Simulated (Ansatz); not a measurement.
# CaMn2Bi2: the cost of one run

Program: Ansatz 0.2.0. Level of theory: DFT r2SCAN, scalar-relativistic, plane waves, PAW. These are calculated values, not measurements.

## (1) The structure to begin with

Symmetry: P-3m1, No. 164, trigonal system. The conventional cell has a = 4.626 Å, b = 4.626 Å, c = 7.729 Å, α = 90.00°, β = 90.00°, γ = 120.00°. Around Ca (site symmetry -3m) lie 6 Bi at 3.29 Å. Around Mn (site symmetry 3m) lie 4 Bi at 2.86 to 2.87 Å and 3 Mn at 3.26 Å. Around Bi (site symmetry 3m) lie 4 Mn at 2.86 to 2.87 Å.

Coordinates:

```xyz
5
Lattice="4.6264 0.0000 0.0000 -2.3132 4.0066 0.0000 0.0000 0.0000 7.7288" Properties=species:S:1:pos:R:3 pbc="T T T"
Ca    0.0000    0.0000    0.0000
Mn    2.3132    1.3355    4.7975
Mn    0.0000    2.6710    2.9313
Bi    2.3132    1.3355    1.9230
Bi    0.0000    2.6710    5.8058
```

## (2) Relaxing cell and atoms: CaMn2Bi2, moments +−

input.yaml

```yaml
crystal:
  lattice:
    - [4.6263818529, 0.0, 0.0]
    - [-2.3131909265, 4.0065642123, 0.0]
    - [0.0, 0.0, 7.728792]
  atoms:
    - { symbol: Ca, position: [0.0, 0.0, 0.0] }
    - { symbol: Mn, position: [0.66666667, 0.33333333, 0.620735], spin: 4.0 }
    - { symbol: Mn, position: [0.33333333, 0.66666667, 0.379265], spin: -4.0 }
    - { symbol: Bi, position: [0.66666667, 0.33333333, 0.248809] }
    - { symbol: Bi, position: [0.33333333, 0.66666667, 0.751191] }
magnetization:
  spin_polarized: true
scf:
  occupations: { method: gaussian, width: 0.03 }
output:
  forces: true
  stress: true
  eigenvalues: true
  populations: true
hamiltonian:
  xc: r2scan
kpoints:
  mp_grid: { grid: [10, 10, 6] }
relax:
  f_tol: 0.003
  max_steps: 60
  cell: { stress_tol: 0.03, p_target: 0 }
```

Run with:

```sh
> ansatz run input.yaml --threads 8 --pin off --max-ram 12288MiB --backend cpu --events-out ev --progress --plain --runs-dir out
```

What time and memory should one allow on 8 threads of Arm Neoverse N1, shared host?

About 5.2 min, with a peak of 1.6 GiB.
